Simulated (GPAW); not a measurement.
Write an ASE script for GPAW 26.7.0 that does the following.

| Property | Result |
| --- | --- |
| Task | single point |
| Functional | TB-mBJ |
| Potentials or basis | GPAW PAW data sets for LDA (gpaw-data 1.2.1) |
| Cutoff | 800 eV |
| Basis | pw |
| k mesh | 6 × 6 × 6 |
| Occupations | fermi-dirac, width 0.05 eV |
| Spin | no spin polarisation |
| Maxiter | 150 |

Crystal: GeCN2.

```xyz
4
Lattice="1.7938 1.0356 4.9220 -1.7938 1.0356 4.9220 0.0000 -2.0713 4.9220" Properties=species:S:1:pos:R:3 pbc="T T T"
Ge    0.0000    0.0000    0.0000
N     0.0000    0.0000    8.6219
N     0.0000    0.0000    6.1440
C     0.0000    0.0000    7.3829
```

The cell comes from a database or a generator and needn't be the stable form of this composition.

One way to write it, as run:

run.py

```python
from ase import Atoms
from ase.dft.bandgap import bandgap
from ase.io import write
from gpaw import GPAW, PW

atoms = Atoms(['Ge', 'N', 'N', 'C'],
              cell=[[1.7937903697, 1.0356453528, 4.9219572124],
                    [-1.7937903697, 1.0356453528, 4.9219572124],
                    [0.0, -2.0712907056, 4.9219572124]],
              scaled_positions=[[0.0, 0.0, 0.0],
                                [0.5839044, 0.5839044, 0.5839044],
                                [0.4160956, 0.4160956, 0.4160956],
                                [0.5, 0.5, 0.5]],
              pbc=True)

calc = GPAW(mode=PW(800),
            xc='TB09',
            kpts={'size': (6, 6, 6), 'gamma': True},
            occupations={'name': 'fermi-dirac', 'width': 0.05},
            nbands=20,
            convergence={'density': 1e-05, 'energy': 1e-05},
            eigensolver='cg',
            maxiter=150,
            txt='gpaw.txt')
atoms.calc = calc
energy = atoms.get_potential_energy()
calc.write('gs.gpw')
write('result.traj', atoms)
print('Fermi level:', round(calc.get_fermi_level(), 4), 'eV')
print(f'Gap: {bandgap(calc)[0]:.4f} eV, direct: {bandgap(calc, direct=True)[0]:.4f} eV')
```

Potentials or basis: GPAW PAW data sets for LDA (gpaw-data 1.2.1), pw.

Launch:

```console
$ OMP_NUM_THREADS=1 python run.py
```

Results of the run:

```yaml
Band_gap_on_the_k_mesh: 1.81 eV, indirect (least direct gap 2.43 eV)
```

Caveat: a model potential gives levels but no total energy.

Run time: 7.5 min on 1 thread of Arm Neoverse V2 (shared host), peak memory 0.34 GiB.
